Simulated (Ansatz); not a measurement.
# TlIn: the crystal squeezed far

How does TlIn answer strong compression? Methods of the runs shown: PAW. Its runs: volume scaled by 1 (PAW); volume scaled by 0.85 (PAW); volume scaled by 0.65 (PAW); volume scaled by 0.4 (PAW).

Method: DFT, LDA, PAW with Ansatz's default frozen-core files, scalar-relativistic, in Ansatz 0.2.0.

2 further runs of the same task are left out: 2 that didn't finish.

### 1 The system as given

It takes space group R-3m (No. 166, trigonal). Conventional cell: a = 3.413 Å, b = 3.413 Å, c = 16.726 Å, α = 90.00°, β = 90.00°, γ = 120.00°. Around Tl (site symmetry -3m) lie 6 Tl at 3.41 Å and 6 In at 3.41 Å. Around In (site symmetry -3m) lie 6 In at 3.41 Å and 6 Tl at 3.41 Å.

Structure file:

```cif
data_structure
_symmetry_space_group_name_H-M 'P 1'
_symmetry_Int_Tables_number 1
_cell_length_a 5.9134
_cell_length_b 5.9134
_cell_length_c 5.9134
_cell_angle_alpha 33.544
_cell_angle_beta 33.544
_cell_angle_gamma 33.544
_cell_volume 56.24
loop_
_atom_site_label
_atom_site_type_symbol
_atom_site_fract_x
_atom_site_fract_y
_atom_site_fract_z
_atom_site_occupancy
Tl1 Tl 0.50000 0.50000 0.50000 1
In1 In 0.00000 0.00000 0.00000 1
```

Whether this phase is the stable one at these pressures isn't tested.

Atoms are numbered in the order of the input: Tl1, In2.

### 2 Volume scaled by 1, PAW

input.yaml

```yaml
crystal:
  lattice:
    - [1.7063952716, 0.9851877694, 5.5754259406]
    - [-1.7063952716, 0.9851877694, 5.5754259406]
    - [0.0, -1.9703755388, 5.5754259406]
  atoms:
    - { symbol: Tl, position: [0.5, 0.5, 0.5] }
    - { symbol: In, position: [0.0, 0.0, 0.0] }
kpoints:
  mp_grid: { grid: [12, 12, 12] }
  band_path:
    path:
      - [0.0, 0.0, 0.0]
      - [0.5, 0.5, 0.5]
      - [0.8125176505, 0.1874823495, 0.5]
      - [0.5, -0.1874823495, 0.1874823495]
      - [0.5, 0.0, 0.0]
      - [0.0, 0.0, 0.0]
      - [0.3437411747, -0.3437411747, 0.0]
      - [0.6562588253, 0.0, 0.3437411747]
      - [0.5, 0.0, 0.5]
    npoints: 6
scf:
  occupations: { method: fermi_dirac, width: 0.05 }
hamiltonian:
  xc: lda
  pseudopotentials: { kind: paw }
output:
  forces: true
  stress: true
  eigenvalues: true
  efg: { contact_densities: true }
  populations: true
```

Run with:

```bash
$ ansatz run input.yaml --threads 1 --pin off --max-ram 2048MiB --backend cpu --events-out ev --progress --plain --runs-dir out
```

### 3 Volume scaled by 0.85, PAW

Edit input.yaml of step 2 so:

```diff
@@ -2,5 +2,5 @@
   lattice:
-    - [1.7063952716, 0.9851877694, 5.5754259406]
-    - [-1.7063952716, 0.9851877694, 5.5754259406]
-    - [0.0, -1.9703755388, 5.5754259406]
+    - [1.6164140409, 0.9332370816, 5.2814239023]
+    - [-1.6164140409, 0.9332370816, 5.2814239023]
+    - [0.0, -1.8664741632, 5.2814239023]
   atoms:
```

### 4 Volume scaled by 0.65, PAW

Edit input.yaml of step 3 so:

```diff
@@ -2,5 +2,5 @@
   lattice:
-    - [1.6164140409, 0.9332370816, 5.2814239023]
-    - [-1.6164140409, 0.9332370816, 5.2814239023]
-    - [0.0, -1.8664741632, 5.2814239023]
+    - [1.4781463134, 0.853408172, 4.8296519787]
+    - [-1.4781463134, 0.853408172, 4.8296519787]
+    - [0.0, -1.7068163439, 4.8296519787]
   atoms:
```

### 5 Volume scaled by 0.4, PAW

Edit input.yaml of step 4 so:

```diff
@@ -2,5 +2,5 @@
   lattice:
-    - [1.4781463134, 0.853408172, 4.8296519787]
-    - [-1.4781463134, 0.853408172, 4.8296519787]
-    - [0.0, -1.7068163439, 4.8296519787]
+    - [1.2572827859, 0.7258925549, 4.1080089567]
+    - [-1.2572827859, 0.7258925549, 4.1080089567]
+    - [0.0, -1.4517851098, 4.1080089567]
   atoms:
```

(Steps that only read results are left out.)

What does the calculation give? Wanted: PAW pressure at 0.4 of the volume; fitted bulk modulus at zero pressure.

As calculated:

| quantity | value |
| --- | --- |
| PAW pressure at 0.4 of the volume | 348.8 GPa |
| fitted bulk modulus at zero pressure (PAW) | 47 GPa |
| its pressure derivative | 5.17 |

In words: At 0.4 of the starting volume PAW gives 349 GPa. One third-order Birch-Murnaghan curve follows these points (B₀ = 47 GPa, B′ = 5.17, misfit at most 0.01 GPa). A fit over so wide a range leans to the high pressures, so B₀ can be off by several per cent. No all-electron run checks these rows here, and frozen cores can fail under such compression. The ions are at rest, and the electrons smeared by 0.05 eV. Spin-orbit coupling is left out, though the cell holds Tl; in elements this heavy it can shift bands and gaps by tenths of an eV.
